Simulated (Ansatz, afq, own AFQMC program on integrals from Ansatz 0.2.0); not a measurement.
# AlH3Br (doublet): quantum Monte Carlo beside coupled cluster at distance Al1–H4 along a hydrogen transfer = 1.586 Å, cc-pVTZ

How near does AFQMC come to the top of the ladder for AlH3Br (doublet)?

Program: Ansatz 0.2.0, Gaussian basis, and an in-house AFQMC program (afq) on its integrals; all values are calculated. Level of theory: cc-pVTZ, frozen cores. These are calculated values, not measurements.

To be run: CCSD(T) on UHF; CCSD(T) on UHF; PBE (unrestricted); CCSD(T) on UHF; r2SCAN (unrestricted); PBE0 (unrestricted); B3LYP (unrestricted); wB97M-V (unrestricted); B2PLYP (unrestricted); Phaseless AFQMC, CISD trial on UHF.

### Step 1. What is computed

The geometry derives from fragments relaxed apart (PBE0/def2-TZVP) and kept rigid, so it is no stationary point. A hydrogen atom is moved between rigid fragments. No spin-orbit coupling is included. The filled d shell of Br may be among the frozen orbitals whatever the setting's name suggests; the logs give the count.

5 atoms, charge 0, spin multiplicity 2.

Atoms are counted from 1 here; the program's logs count them from 0.

Bond lengths: Al1–H2 1.586 Å, Al1–H3 1.586 Å, Al1–H4 1.586 Å. Angles: H2–Al1–H3 120.0°, H2–Al1–H4 120.0°, H3–Al1–H4 120.0°.

### Step 2. CCSD(T) on UHF

The input, in.yaml:

```yaml
crystal:
  periodic: [false, false, false]
  atoms:
    - {symbol: Al, position_ang: [-2.604838, 0.000000, 0.000000]}
    - {symbol: H, position_ang: [-3.397761, 1.373384, 0.000000]}
    - {symbol: H, position_ang: [-3.397761, -1.373384, 0.000000]}
    - {symbol: H, position_ang: [-1.018990, 0.000000, 0.000000]}
    - {symbol: Br, position_ang: [0.978162, 0.000000, 0.000000]}
basis:
  gaussian: {orbitals: cc-pVTZ}
magnetization: {spin_polarized: true, initial_magnetization: 1}
correlation: {method: ccsd_t, electrons: outside_noble_gas, hamiltonian_folder: ham}
```

On the command line:

```sh
$ ansatz run in.yaml --threads 1 --pin off --events-out ev --progress --plain --max-ram 16896MiB --backend cuda --devices 0, --max-vram 18GiB
```

The program printed (excerpt; [...] marks lines left out):

```text
Functional definition: HF
  name "HF"
  cite "Fock, Z. Phys. 61, 126 (1930) doi:10.1007/BF01340294"
  parent pbe
[...]
723 factors; integrals over basis functions are off by at most 1.6e-3 eV
[...]
mean field -76629.48668435 eV, -2816.0816943183 hartree, gradient 2.6e-6 eV, S^2 0.766101; 8 other end points of the search recorded, 0 dependent functions left out
determinant -76629.48668435 eV, -2816.0816943183 hartree, with singles and doubles -76637.29642386 eV, -2816.3686969516 hartree
determinant -76628.39813197 eV, -2816.0416907560 hartree, with singles and doubles -76636.14639412 eV, -2816.3264341381 hartree
determinant -76628.38178670 eV, -2816.0410900786 hartree, with singles and doubles -76636.13031526 eV, -2816.3258432511 hartree
19 core orbitals not correlated: weight in the atoms' cores, before any rotation towards them, 1.000 or more for the frozen orbitals, at most 0.000 for the correlated occupied ones
reference -76629.48668435 eV, -2816.0816943183 hartree; 7, 6 occupied and 93, 94 virtual orbitals, 723 factors
second order -6.56314380 eV of doubles, -0.00000000 eV of singles
cycle   1  -7.67832637 eV  change   -3.5e-1 eV  update   2.0e-2
[...]
cycle   9  -7.68953566 eV  change   -1.1e-6 eV  update   9.5e-6
perturbative correction -0.21581325 eV, -0.0079309908 hartree
Total energy: -76637.39203326 eV, -2816.3722105323 hartree
```

Run time: 3.6 s. Hardware: 1 × NVIDIA H100 80GB HBM3 with 1 thread of AMD EPYC 7R13 (Zen 3), shared host; peak host memory 0.84 GiB.

From the report: ⟨S²⟩ of the determinant 0.766 (pure doublet: 0.75); correlation -7.9053 eV; T1 0.014; largest double amplitude 0.04.

This run also writes the integrals to the folder ham.

### Step 3. CCSD(T) on UHF

in.yaml, as its differences from that of step 2:

```diff
@@ -9,4 +9,4 @@
 basis:
-  gaussian: {orbitals: cc-pVTZ}
+  gaussian: {orbitals: def2-TZVPP}
 magnetization: {spin_polarized: true, initial_magnetization: 1}
-correlation: {method: ccsd_t, electrons: outside_noble_gas, hamiltonian_folder: ham}
+correlation: {method: ccsd_t, electrons: outside_noble_gas}
```

The command is unchanged.

The program printed (excerpt; [...] marks lines left out):

```text
Functional definition: HF
  name "HF"
  cite "Fock, Z. Phys. 61, 126 (1930) doi:10.1007/BF01340294"
  parent pbe
[...]
803 factors; integrals over basis functions are off by at most 1.9e-3 eV
[...]
mean field -76628.13984739 eV, -2816.0321989730 hartree, gradient 1.7e-6 eV, S^2 0.766192; 6 other end points of the search recorded, 0 dependent functions left out
determinant -76628.13984739 eV, -2816.0321989730 hartree, with singles and doubles -76635.97812235 eV, -2816.3202502647 hartree
determinant -76627.05030664 eV, -2815.9921590888 hartree, with singles and doubles -76634.82201844 eV, -2816.2777642296 hartree
determinant -76627.03376034 eV, -2815.9915510235 hartree, with singles and doubles -76634.80569641 eV, -2816.2771644061 hartree
19 core orbitals not correlated: weight in the atoms' cores, before any rotation towards them, 1.000 or more for the frozen orbitals, at most 0.000 for the correlated occupied ones
reference -76628.13984739 eV, -2816.0321989730 hartree; 7, 6 occupied and 106, 107 virtual orbitals, 803 factors
second order -6.58910074 eV of doubles, -0.00000000 eV of singles
cycle   1  -7.69971788 eV  change   -3.5e-1 eV  update   2.0e-2
[...]
cycle   9  -7.71080559 eV  change   -9.2e-7 eV  update   8.8e-6
perturbative correction -0.21993699 eV, -0.0080825354 hartree
Total energy: -76636.07058998 eV, -2816.3236483873 hartree
```

Run time: 2.9 s. Hardware: 1 × NVIDIA H100 80GB HBM3 with 1 thread of AMD EPYC 7R13 (Zen 3), shared host; peak host memory 0.85 GiB.

From the report: ⟨S²⟩ of the determinant 0.766 (pure doublet: 0.75); correlation -7.9307 eV; T1 0.015; largest double amplitude 0.04.

### Step 4. PBE (unrestricted)

in.yaml, as its differences from that of step 3:

```diff
@@ -9,4 +9,5 @@
 basis:
-  gaussian: {orbitals: def2-TZVPP}
+  gaussian: {orbitals: cc-pVTZ}
 magnetization: {spin_polarized: true, initial_magnetization: 1}
-correlation: {method: ccsd_t, electrons: outside_noble_gas}
+hamiltonian: {xc: {name: PBE}}
+output: {orbitals: {seedname: orbitals}}
```

On the command line:

```sh
$ ansatz run in.yaml --threads 1 --pin off --events-out ev --progress --plain --max-ram 5632MiB --backend cpu
```

The program printed:

```text
Functional definition: PBE
  name "PBE"
  cite "Perdew, Burke & Ernzerhof, Phys. Rev. Lett. 77, 3865 (1996) doi:10.1103/PhysRevLett.77.3865"
  parent pbe
  parameter kappa = 0.804
  parameter beta = 0.06672455060314922
  exchange = pbe_x(kappa = kappa, mu = beta*pi^2/3)
  correlation = pbe_c(beta = beta)
827 factors; their error is unknown
mean field evaluation 1: about -76676.2697 eV, gradient 1.2e1 eV
mean field evaluation 2: about -76676.8931 eV, gradient 7.3e0 eV
mean field evaluation 4: about -76677.3291 eV, gradient 7.8e-1 eV
mean field evaluation 8: about -76677.3219 eV, gradient 1.0e-1 eV
mean field evaluation 16: about -76677.3220 eV, gradient 9.1e-6 eV
mean field evaluation 32: about -76675.8480 eV, gradient 2.2e-4 eV
mean field -76677.32198214 eV, -2817.8396090882 hartree, gradient 9.1e-6 eV, S^2 0.751878; 6 other end points of the search recorded, 0 dependent functions left out
reference -76677.32202422 eV, -2817.8396106344 hartree; 26, 25 occupied and 93, 94 virtual orbitals, 827 factors
Total energy: -76677.32202422 eV, -2817.8396106344 hartree
```

It took 9.5 s on 1 thread of AMD EPYC 7R13 (Zen 3), shared host; peak memory 0.72 GiB.

From the report: ⟨S²⟩ of the determinant 0.752 (pure doublet: 0.75).

### Step 5. CCSD(T) on UHF

in.yaml, as its differences from that of step 4:

```diff
@@ -9,5 +9,4 @@
 basis:
-  gaussian: {orbitals: cc-pVTZ}
+  gaussian: {orbitals: "def2-QZVPP.json"}
 magnetization: {spin_polarized: true, initial_magnetization: 1}
-hamiltonian: {xc: {name: PBE}}
-output: {orbitals: {seedname: orbitals}}
+correlation: {method: ccsd_t, electrons: outside_noble_gas}
```

On the command line:

```sh
$ ansatz run in.yaml --threads 1 --pin off --events-out ev --progress --plain --max-ram 16896MiB --backend cuda --devices 0, --max-vram 18GiB
```

The program printed (excerpt; [...] marks lines left out):

```text
Functional definition: HF
  name "HF"
  cite "Fock, Z. Phys. 61, 126 (1930) doi:10.1007/BF01340294"
  parent pbe
[...]
1509 factors; integrals over basis functions are off by at most 1.2e-3 eV
[...]
mean field -76629.69360628 eV, -2816.0892985590 hartree, gradient 2.8e-6 eV, S^2 0.766757; 7 other end points of the search recorded, 0 dependent functions left out
determinant -76629.69360628 eV, -2816.0892985590 hartree, with singles and doubles -76638.18358662 eV, -2816.4012995816 hartree
determinant -76628.60613377 eV, -2816.0493346813 hartree, with singles and doubles -76637.02486661 eV, -2816.3587174068 hartree
determinant -76628.59045556 eV, -2816.0487585175 hartree, with singles and doubles -76637.00978724 eV, -2816.3581632502 hartree
19 core orbitals not correlated: weight in the atoms' cores, before any rotation towards them, 1.000 or more for the frozen orbitals, at most 0.000 for the correlated occupied ones
reference -76629.69360628 eV, -2816.0892985590 hartree; 7, 6 occupied and 223, 224 virtual orbitals, 1509 factors
second order -7.21861680 eV of doubles, -0.00000000 eV of singles
cycle   1  -8.24599644 eV  change   -7.6e-1 eV  update   2.4e-2
[...]
cycle   9  -8.27057555 eV  change    7.9e-6 eV  update   1.0e-5
perturbative correction -0.26588079 eV, -0.0097709389 hartree
Total energy: -76638.23006262 eV, -2816.4030075432 hartree
```

Wall time 7 s (1 × NVIDIA H100 80GB HBM3 with 1 thread of AMD EPYC 7R13 (Zen 3), shared host); peak host memory 1.1 GiB.

From the report: ⟨S²⟩ of the determinant 0.767 (pure doublet: 0.75); correlation -8.5365 eV; T1 0.016; largest double amplitude 0.03.

### Step 6. r2SCAN (unrestricted)

in.yaml, as its differences from that of step 5:

```diff
@@ -9,4 +9,4 @@
 basis:
-  gaussian: {orbitals: "def2-QZVPP.json"}
+  gaussian: {orbitals: cc-pVTZ}
 magnetization: {spin_polarized: true, initial_magnetization: 1}
-correlation: {method: ccsd_t, electrons: outside_noble_gas}
+hamiltonian: {xc: {name: r2SCAN}}
```

On the command line:

```sh
$ ansatz run in.yaml --threads 1 --pin off --events-out ev --progress --plain --max-ram 5632MiB --backend cpu
```

The program printed:

```text
Functional definition: r2SCAN
  name "r2SCAN"
  cite "Furness, Kaplan, Ning, Perdew & Sun, J. Phys. Chem. Lett. 11, 8208 (2020) doi:10.1021/acs.jpclett.0c02405"
  cite "Furness, Kaplan, Ning, Perdew & Sun, J. Phys. Chem. Lett. 11, 9248 (2020) doi:10.1021/acs.jpclett.0c03077"
  parent r2scan
  parameter k0 = 0.174
  parameter k1 = 0.065
  parameter a1 = 4.9479
  exchange = r2scan_x(k0 = k0, k1 = k1, a1 = a1)
  correlation = r2scan_c
827 factors; their error is unknown
mean field evaluation 1: about -76689.9355 eV, gradient 9.6e0 eV
mean field evaluation 2: about -76690.4638 eV, gradient 4.2e0 eV
mean field evaluation 4: about -76690.5923 eV, gradient 4.4e-1 eV
mean field evaluation 8: about -76690.5823 eV, gradient 1.3e-2 eV
mean field evaluation 16: about -76688.6064 eV, gradient 8.0e0 eV
mean field -76690.58227954 eV, -2818.3269160292 hartree, gradient 8.3e-5 eV, S^2 0.754728; 1 other end points of the search recorded, 0 dependent functions left out
reference -76690.58229510 eV, -2818.3269166011 hartree; 26, 25 occupied and 93, 94 virtual orbitals, 827 factors
Total energy: -76690.58229510 eV, -2818.3269166011 hartree
```

Wall time 7 s (1 thread of AMD EPYC 7R13 (Zen 3), shared host); peak memory 0.72 GiB.

From the report: ⟨S²⟩ of the determinant 0.755 (pure doublet: 0.75).

### Step 7. PBE0 (unrestricted)

in.yaml, as its differences from that of step 6:

```diff
@@ -11,2 +11,3 @@
 magnetization: {spin_polarized: true, initial_magnetization: 1}
-hamiltonian: {xc: {name: r2SCAN}}
+hamiltonian: {xc: {name: PBE0}}
+output: {orbitals: {seedname: orbitals}}
```

The command is unchanged.

The program printed:

```text
Functional definition: PBE0
  name "PBE0"
  cite "Adamo & Barone, J. Chem. Phys. 110, 6158 (1999) doi:10.1063/1.478522"
  cite "Perdew, Burke & Ernzerhof, Phys. Rev. Lett. 77, 3865 (1996) doi:10.1103/PhysRevLett.77.3865"
  parent pbe
  parameter a = 0.25
  parameter kappa = 0.804
  parameter beta = 0.06672455060314922
  exchange = (1 - a)*pbe_x(kappa = kappa, mu = beta*pi^2/3) + a*exact_x
  correlation = pbe_c(beta = beta)
878 factors; their error is unknown
mean field evaluation 1: about -76679.7731 eV, gradient 7.8e0 eV
mean field evaluation 2: about -76680.1096 eV, gradient 4.0e0 eV
mean field evaluation 4: about -76680.2063 eV, gradient 3.5e-1 eV
mean field evaluation 8: about -76680.4498 eV, gradient 1.6e-1 eV
mean field evaluation 16: about -76680.4498 eV, gradient 1.7e-5 eV
mean field -76680.44983239 eV, -2817.9545554648 hartree, gradient 1.7e-5 eV, S^2 0.754345; 1 other end points of the search recorded, 0 dependent functions left out
reference -76680.44986423 eV, -2817.9545566346 hartree; 26, 25 occupied and 93, 94 virtual orbitals, 878 factors
Total energy: -76680.44986423 eV, -2817.9545566346 hartree
```

Run time: 4.2 s. Hardware: 1 thread of AMD EPYC 7R13 (Zen 3), shared host; peak memory 1.2 GiB.

From the report: ⟨S²⟩ of the determinant 0.754 (pure doublet: 0.75).

### Step 8. B3LYP (unrestricted)

in.yaml, as its differences from that of step 7:

```diff
@@ -11,3 +11,2 @@
 magnetization: {spin_polarized: true, initial_magnetization: 1}
-hamiltonian: {xc: {name: PBE0}}
-output: {orbitals: {seedname: orbitals}}
+hamiltonian: {xc: {name: B3LYP}}
```

The command is unchanged.

The program printed (excerpt; [...] marks lines left out):

```text
Functional definition: B3LYP
  name "B3LYP"
  cite "Stephens, Devlin, Chabalowski & Frisch, J. Phys. Chem. 98, 11623 (1994) doi:10.1021/j100096a001"
  cite "Becke, Phys. Rev. A 38, 3098 (1988) doi:10.1103/PhysRevA.38.3098"
  cite "Lee, Yang & Parr, Phys. Rev. B 37, 785 (1988) doi:10.1103/PhysRevB.37.785"
  cite "Vosko, Wilk & Nusair, Can. J. Phys. 58, 1200 (1980) doi:10.1139/p80-159"
[...]
869 factors; their error is unknown
[...]
mean field -76693.51341076 eV, -2818.4346331150 hartree, gradient 2.2e-5 eV, S^2 0.753085; 1 other end points of the search recorded, 0 dependent functions left out
reference -76693.51366646 eV, -2818.4346425117 hartree; 26, 25 occupied and 93, 94 virtual orbitals, 869 factors
Total energy: -76693.51366646 eV, -2818.4346425117 hartree
```

Run time: 4.1 s. Hardware: 1 thread of AMD EPYC 7R13 (Zen 3), shared host; peak memory 1.7 GiB.

From the report: ⟨S²⟩ of the determinant 0.753 (pure doublet: 0.75).

### Step 9. wB97M-V (unrestricted)

in.yaml, as its differences from that of step 8:

```diff
@@ -11,2 +11,3 @@
 magnetization: {spin_polarized: true, initial_magnetization: 1}
-hamiltonian: {xc: {name: B3LYP}}
+hamiltonian: {xc: {name: wB97M-V}}
+output: {orbitals: {seedname: orbitals}}
```

Launched as before.

The program printed (excerpt; [...] marks lines left out):

```text
Functional definition: wB97M-V
  name "wB97M-V"
  cite "Mardirossian & Head-Gordon, J. Chem. Phys. 144, 214110 (2016) doi:10.1063/1.4952647"
  cite "Becke, J. Chem. Phys. 107, 8554 (1997) doi:10.1063/1.475007"
  cite "Vydrov & Van Voorhis, J. Chem. Phys. 133, 244103 (2010) doi:10.1063/1.3521275"
  # Of w^i u^j: cxij and so on, Table III.
[...]
  gx(w, u) = 1 - cx + cx01*u + cx10*w
  gss(w, u) = css00 + css04*u^4 + css10*w + css20*w^2 + css43*w^4*u^3
  gos(w, u) = cos00 + cos10*w + (cos20 + cos21*u)*w^2 + (cos60 + cos61*u)*w^6
[...]
      + integral(e_c_pw_mod_opposite_spin*gos(b97_w_opposite, b97_u_opposite)) + vv10(b, c)
849 factors; their error is unknown
177 factors; integrals over basis functions are off by at most 4.2e-5 eV
[...]
mean field -76687.03918624 eV, -2818.1967097521 hartree, gradient 3.5e-5 eV, S^2 0.753636; 2 other end points of the search recorded, 0 dependent functions left out
reference -76687.03923511 eV, -2818.1967115482 hartree; 26, 25 occupied and 93, 94 virtual orbitals, 849 factors
Total energy: -76687.03923511 eV, -2818.1967115482 hartree
```

Run time: 21 s. Hardware: 1 thread of AMD EPYC 7R13 (Zen 3), shared host; peak memory 1.7 GiB.

From the report: ⟨S²⟩ of the determinant 0.754 (pure doublet: 0.75).

### Step 10. B2PLYP (unrestricted)

in.yaml, as its differences from that of step 9:

```diff
@@ -11,3 +11,3 @@
 magnetization: {spin_polarized: true, initial_magnetization: 1}
-hamiltonian: {xc: {name: wB97M-V}}
-output: {orbitals: {seedname: orbitals}}
+hamiltonian: {xc: {name: B2PLYP}}
+correlation: {electrons: outside_noble_gas}
```

Same command.

The program printed (excerpt; [...] marks lines left out):

```text
Functional definition: B2PLYP
  name "B2PLYP"
  cite "Grimme, J. Chem. Phys. 124, 034108 (2006) doi:10.1063/1.2148954"
  cite "Becke, Phys. Rev. A 38, 3098 (1988) doi:10.1103/PhysRevA.38.3098"
  cite "Lee, Yang & Parr, Phys. Rev. B 37, 785 (1988) doi:10.1103/PhysRevB.37.785"
[...]
723 factors; integrals over basis functions are off by at most 1.6e-3 eV
[...]
mean field -76674.97068258 eV, -2817.7532004229 hartree, gradient 7.4e-6 eV, S^2 0.757515; 4 other end points of the search recorded, 0 dependent functions left out
19 core orbitals not correlated: weight in the atoms' cores, before any rotation towards them, 1.000 or more for the frozen orbitals, at most 0.000 for the correlated occupied ones
reference -76674.97084563 eV, -2817.7532064149 hartree; 7, 6 occupied and 93, 94 virtual orbitals, 723 factors
second order -8.09401019 eV of doubles, -0.00000000 eV of singles
Total energy: -76677.15622838 eV, -2817.8335177497 hartree
```

Run time: 8.5 s. Hardware: 1 thread of AMD EPYC 7R13 (Zen 3), shared host; peak memory 1.7 GiB.

From the report: ⟨S²⟩ of the determinant 0.758 (pure doublet: 0.75).

### Step 11. Phaseless AFQMC, CISD trial on UHF

It reads the integrals that the CCSD(T) run on this determinant wrote.

On the command line:

```sh
$ afq ham --method phaseless --trial cisd --walkers 900 --populations 20 --least-time 60 --time-step 0.005 --steps-per-block 50 --equilibration-blocks 28 --max-blocks 4000 --target-error 0.00021 --factor-cut 1e-05 --start spin_pure --seed 9290 --release-times 0.24,0.51,0.99,1.62,2.4 --release-step 0.03 --release-every 3 --taylor-order 6
```

The program printed:

```text
orbitals 100  electrons 7 6  factors 656 of 723
reference energy -2816.08169432 Eh
CCSD correlation -0.28258539 Eh in 11 cycles, weight of the determinant in the CISD state 0.8665
energy of the start -2816.363696 Eh
 block  time / (1/Eh)  mean weight  energy / Eh
     1     0.250  0.9989  -2816.359322
     2     0.500  0.9998  -2816.361429
     3     0.750  1.0000  -2816.363908
     4     1.000  0.9997  -2816.365787
     5     1.250  0.9992  -2816.368594
     6     1.500  1.0006  -2816.369806
     7     1.750  0.9999  -2816.370891
     8     2.000  1.0001  -2816.371317
     9     2.250  1.0012  -2816.371135
    10     2.500  0.9993  -2816.371256
    11     2.750  1.0002  -2816.372609
    13     3.250  0.9989  -2816.373600
    15     3.750  1.0002  -2816.373555
    17     4.250  1.0001  -2816.373544
    19     4.750  1.0010  -2816.375194
    21     5.250  0.9997  -2816.373330
    23     5.750  1.0002  -2816.373360
    25     6.250  0.9995  -2816.375246
    27     6.750  0.9989  -2816.375272
    29     7.250  1.0000  -2816.372897
    31     7.750  0.9996  -2816.374579
    33     8.250  1.0005  -2816.372767
    35     8.750  0.9987  -2816.372163
    37     9.250  0.9998  -2816.372475
    39     9.750  1.0001  -2816.373763
    41    10.250  1.0007  -2816.371886
    43    10.750  1.0004  -2816.371957
    45    11.250  0.9999  -2816.373720
    47    11.750  1.0007  -2816.373348
    49    12.250  1.0002  -2816.372925
    51    12.750  0.9999  -2816.371317
    53    13.250  0.9999  -2816.372876
    55    13.750  0.9992  -2816.372205
    57    14.250  1.0005  -2816.372458
    59    14.750  1.0010  -2816.373610
    61    15.250  0.9999  -2816.373473
    63    15.750  1.0003  -2816.375102
    65    16.250  0.9995  -2816.374074
    67    16.750  1.0003  -2816.372202
    69    17.250  0.9996  -2816.372742
    71    17.750  1.0000  -2816.372772
    73    18.250  0.9999  -2816.372624
    75    18.750  0.9997  -2816.373397
    77    19.250  1.0001  -2816.372105
    79    19.750  0.9995  -2816.374549
    81    20.250  1.0000  -2816.372859
    83    20.750  0.9998  -2816.371346
    85    21.250  1.0002  -2816.372298
    87    21.750  1.0000  -2816.372194
error from the spread of 20 populations
released: time / (1/Eh)  energy / Eh  error  mean overlap
  0.24  -2816.373045  0.000154  1.0007
  0.51  -2816.373314  0.000151  0.9901
  0.99  -2816.373271  0.000213  0.9967
  1.62  -2816.373494  0.000245  0.9967
  2.40  -2816.373715  0.000310  0.9841
energy -2816.372858 +/- 0.000172 Eh
```

It took 41 s on 1 × NVIDIA H100 80GB HBM3 with 2 threads of AMD EPYC 7R13 (Zen 3), shared host; peak host memory 1.7 GiB.

Energy -76637.4096 ± 0.0047 eV. Caveats: constraint bias not in the error.

### Step 12. All levels side by side

On the UHF determinant, counted from CCSD(T) (a yardstick, not exact):

```tsv
level	energy (eV)	from CCSD(T) (meV)	statistical error (meV)	time
HF	-76629.4867	+7905.3		
MP2	-76636.0498	+1342.2		
CCSD	-76637.1762	+215.8		
CCSD(T)	-76637.3920	0.0		
Phaseless AFQMC, CISD trial, step 0.005, 900 walkers	-76637.4096	-17.6	4.7	41 s
```

The functionals' totals stand on their own zeros and serve differences with other points: PBE -76677.322 eV; r2SCAN -76690.582 eV; PBE0 -76680.450 eV; B3LYP -76693.514 eV; wB97M-V -76687.039 eV; B2PLYP -76677.156 eV.

### Step 13. What came out

```
                                       quantity            value
Phaseless AFQMC, CISD trial on UHF from CCSD(T)  -17.6 ± 4.7 meV
```

On UHF the phaseless walk with the CISD trial lies -17.6 meV from CCSD(T), 4 times its error bar. Error bars are statistical and leave out the constraint, the time step and what remains of the start.
